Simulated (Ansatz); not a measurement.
# AlH4NSSi: the cost of one run

The runs use Ansatz 0.2.0, Gaussian basis; the settings change from run to run.

## 1. The geometry

The structure was relaxed beforehand with PBE0-D4 in a triple-zeta def2 set.

SMILES `[NH2][Al]1[SiH2][S]1`, 8 atoms, charge 0, spin multiplicity 1.

Atoms are counted from 1 here; the program's logs count them from 0.

Bond lengths: N1–Al2 1.754 Å, N1–H5 1.006 Å, N1–H6 1.007 Å, Al2–Si3 2.310 Å, Al2–S4 2.172 Å, Si3–S4 2.208 Å, Si3–H7 1.487 Å, Si3–H8 1.487 Å. Angles: Al2–N1–H5 124.5°, Al2–N1–H6 124.7°, H5–N1–H6 110.7°, N1–Al2–Si3 163.4°, N1–Al2–S4 137.6°, Si3–Al2–S4 58.9°, Al2–Si3–S4 57.4°, Al2–Si3–H7 125.4°, Al2–Si3–H8 125.4°, S4–Si3–H7 112.5°, S4–Si3–H8 112.5°, H7–Si3–H8 108.3°, Al2–S4–Si3 63.7°.

## 2. rPW86-PBE/def2-TZVPD

This run has density fitting with def2-universal-jkfit, a point charge of 0.50 e beside it, D4 dispersion.

in.yaml

```yaml
crystal:
  periodic: [false, false, false]
  atoms:
    - {symbol: N, position_ang: [-1.066225, 1.872863, -0.302459]}
    - {symbol: Al, position_ang: [-0.232154, 0.335015, -0.182521]}
    - {symbol: Si, position_ang: [0.990466, -1.466682, 0.589312]}
    - {symbol: S, position_ang: [0.158978, -1.380928, -1.454563]}
    - {symbol: H, position_ang: [-1.128143, 2.548120, 0.441333]}
    - {symbol: H, position_ang: [-1.551792, 2.199683, -1.122084]}
    - {symbol: H, position_ang: [2.474796, -1.561223, 0.596757]}
    - {symbol: H, position_ang: [0.446274, -2.603948, 1.378426]}
basis:
  gaussian: {orbitals: def2-TZVPD, fitting: {mean_field: def2-universal-jkfit}, point_charges: [{charge: 0.50, position_ang: [5.556, -0.312, 0.275]}]}
hamiltonian: {xc: {name: rPW86-PBE}, dispersion: d4}
output: {forces: true}
```

Command:

```bash
ansatz run in.yaml --threads 2 --pin off --events-out ev --progress --plain --max-ram 4352MiB
```

Q: Estimate wall time and peak memory on 2 threads of Arm Neoverse V2, shared host.

About 7.5 s, with a peak of 0.29 GiB.
